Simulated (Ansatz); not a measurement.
# P (diamond type): a single-point run

Wanted: a converged single-point run for P (diamond type), and a check of what comes out. The structure is shown as the input types it.

Method: DFT, LDA, PAW with Ansatz's default frozen-core files, scalar-relativistic, in Ansatz 0.2.0.

1 further run of the same task is left out (for a known fault of the program). Runs told in other sessions of the task aren't counted.

### 1 The structure to begin with

The structure is cubic, space group Fd-3m (No. 227). The conventional cell has a = 4.513 Å, b = 4.513 Å, c = 4.513 Å, α = 90.00°, β = 90.00°, γ = 90.00°. P (site symmetry -43m) has 4 P at 1.95 Å in its first shell of neighbours.

Structure file:

```
P
1.0
     0.00000    2.25670    2.25670
     2.25670    0.00000    2.25670
     2.25670    2.25670    0.00000
P
2
Direct
  0.87500 0.87500 0.87500
  0.12500 0.12500 0.12500
```

### 2 The calculation

input.yaml reads:

```yaml
crystal:
  lattice:
    - [0.0, 2.256696017, 2.256696017]
    - [2.256696017, 0.0, 2.256696017]
    - [2.256696017, 2.256696017, 0.0]
  atoms:
    - { symbol: P, position: [-0.125, -0.125, -0.125] }
    - { symbol: P, position: [0.125, 0.125, 0.125] }
kpoints:
  mp_grid: { grid: [12, 12, 12] }
scf:
  occupations: { method: fermi_dirac, width: 0.1 }
  convergence: { dr2_threshold: 1.0e-14 }
  max_iter: 50
hamiltonian:
  xc: lda
  pseudopotentials: { kind: paw }
output:
  forces: true
  stress: true
  eigenvalues: true
  populations: true
```

Started as:

```
$ ansatz run input.yaml --threads 1 --pin off --max-ram 2048MiB --backend cpu --events-out ev --progress --plain --runs-dir out
```

Q: Will this input give a usable result? If not, why, and what should change?

The run converged and reported no error. It gives a pressure of 89 GPa, which is large; a structure far from rest gives such values too, whatever the setting.

In the input, scf.convergence.dr2_threshold is 1.0e-14. What could go wrong: threshold needlessly tight. Once met, so tight a threshold does no harm; it costs cycles.

Run again and compare: delete scf.convergence.dr2_threshold (the default then holds).
